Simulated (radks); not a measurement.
# Valence configurations of Rh

An exercise on one series of results from a longer session: the logs are not shown, and one member is left open.

Method: scalar-relativistic Kohn-Sham, PBE, spin-polarised, spherical densities, point nucleus; open shells are filled with parallel spins first. Code: radks (a radial shooting solver on a logarithmic mesh, Libxc functionals) version 1.

**The system**

| Property | Result |
| --- | --- |
| element | rhodium (Z = 45) |
| charge | 0 |
| electrons | 45 |
| configuration | [Kr] 4d8 5s1 |
| others tried | 4d8 5p1; 4d7 5s1 5p1; 4d9; 4d6 5s1 5p2; 4d7 5s1.5 5p0.5; 4d8 5s0.5 5p0.5; 4d7 5s0.5 5p1.5; 4d7 5s2; 4d8.5 5s0.5 |

Outer shells as boxes (Hund's rule):

Rh
```
[Kr] core
4d [↑↓][↑↓][↑↓][↑ ][↑ ]
5s [↑ ]
```

The first run:

Settings of this run:

```text
Z 45
configuration [Kr] 4d8 5s1
relativity scalar-relativistic
functional pbe,pbe
spin polarised
nucleus point
c 137.035999084
```

Among the steps run: [Kr] 4d8 5s1.

One table of the session follows, with a row left open; its other results are not shown here.

It belongs to the step «[Kr] 4d8 5s1». Radial moments (bohr):

| level | <r> | outermost maximum (interpolated) | 90 % within | nodes |
| --- | --- | --- | --- | --- |
| 4s up | 0.9811 | 0.882 | 1.43 | 3 |
| 4s down | 0.9793 | 0.881 | 1.42 | 3 |
| 4p up | 1.083 | 0.945 | 1.61 | 2 |
| 4p down | 1.081 | 0.944 | 1.60 | 2 |
| 4d up | 1.589 | 1.15 | 2.60 | 1 |
| 4d down | 1.598 | 1.14 | 2.63 | 1 |
| 5s up | ? | ? | ? | ? |
| 5s down | 3.373 | 2.68 | 5.17 | 4 |

Estimate the missing values for 5s up.

The run gave: <r>: 3.239; outermost maximum (interpolated): 2.63; 90 % within: 4.92; nodes: 4. In the column «<r>» it lies between 4d down (1.598) and 5s down (3.373).
